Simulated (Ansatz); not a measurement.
**AlCo: a relaxation**

The task is a relaxation on AlCo. The structure is shown as the input types it.

Method: DFT, LDA, PAW with Ansatz's default frozen-core files, scalar-relativistic; relaxation of cell and atoms, in Ansatz 0.2.0.

2 further runs of the same task are left out: 2 that didn't finish.

## 1. The structure to begin with

The structure is cubic, space group Pm-3m (No. 221). The conventional cell has a = 2.819 Å, b = 2.819 Å, c = 2.819 Å, α = 90.00°, β = 90.00°, γ = 90.00°. Around Al (site symmetry m-3m) lie 8 Co at 2.44 Å. Co (site symmetry m-3m) has 8 Al at 2.44 Å as nearest neighbours.

Structure file:

```xyz
2
Lattice="2.8194 0.0000 0.0000 0.0000 2.8194 0.0000 0.0000 0.0000 2.8194" Properties=species:S:1:pos:R:3 pbc="T T T"
Al    0.0000    0.0000    0.0000
Co    1.4097    1.4097    1.4097
```

## 2. Running it

File input.yaml:

```yaml
crystal:
  lattice:
    - [2.81940321, 0.0, 0.0]
    - [0.0, 2.81940321, 0.0]
    - [0.0, 0.0, 2.81940321]
  atoms:
    - { symbol: Al, position: [0.0, 0.0, 0.0] }
    - { symbol: Co, position: [0.5, 0.5, 0.5] }
kpoints:
  mp_grid: { grid: [16, 16, 16] }
scf:
  occupations: { method: fermi_dirac, width: 0.1 }
  max_iter: 80
hamiltonian:
  xc: lda
  pseudopotentials: { kind: paw }
relax:
  f_tol: 1.0e-09
  max_steps: 30
  cell: {}
output:
  forces: true
  stress: true
```

Launch:

```bash
$ ansatz run input.yaml --threads 1 --pin off --max-ram 1228MiB --backend cpu --events-out ev --progress --plain --runs-dir out
```

Q: Will this input give a usable result? If not, why, and what should change?

The run converged and reported no error. That alone doesn't make the input a sound one.

In the input, relax.f_tol is 1.0e-09. What could go wrong: force tolerance out of reach. The run converged, but that does not make its result sound.

To check: set relax.f_tol to 0.002.
